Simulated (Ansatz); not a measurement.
Crystal: Ge2Sb2Te5.

```
Te Sb Ge
1.0
     6.83914   -3.06601    0.00000
     6.83914    3.06601    0.00000
    -6.83098    0.00000    6.84761
Te Sb Ge
5 2 2
Direct
  0.59470 0.59470 0.38643
  0.79529 0.79529 0.19611
  0.00832 0.00832 0.00643
  0.20652 0.20652 0.80980
  0.39996 0.39996 0.59712
  0.90171 0.90171 0.58787
  0.11187 0.11187 0.41735
  0.28429 0.28429 0.18783
  0.49734 0.49734 0.01104
```

The cell comes from a database or a generator and needn't be the stable form of this composition.

Base run:

| Quantity | Value |
| --- | --- |
| Program | Ansatz 0.2.0 |
| Functional | BLYP |
| Potentials or basis | Ansatz PAW |
| Cutoff | 420 eV |
| Density cutoff | 1680 eV |
| k mesh | 4 × 4 × 3 |
| Occupations | fermi-dirac, width 0.05 eV |
| Spin | no spin polarisation |

Its results: band gap on the k mesh 0.07 eV, direct; pressure 3.6 GPa; largest force 0.195 eV/Å.

Question: The run is repeated on the same cell with these changes: k mesh from 4 × 4 × 3 to 5 × 5 × 4. What comes out?

Answer: Band gap on the k mesh 0.29 eV, indirect (least direct gap 0.33 eV); pressure 3.6 GPa; largest force 0.237 eV/Å.

Caveats: the potentials were made for another functional, which shifts forces and pressure; spin-orbit coupling is left out, which moves the levels of the heavy elements; the PAW data sets come from PBE, with cores solved anew for the run's functional, which leaves a small shift of forces and pressure; the k mesh misses the band edges, so the gap on the mesh is wider than the one along the path (some runs).

Not every run made on this cell is shown here.
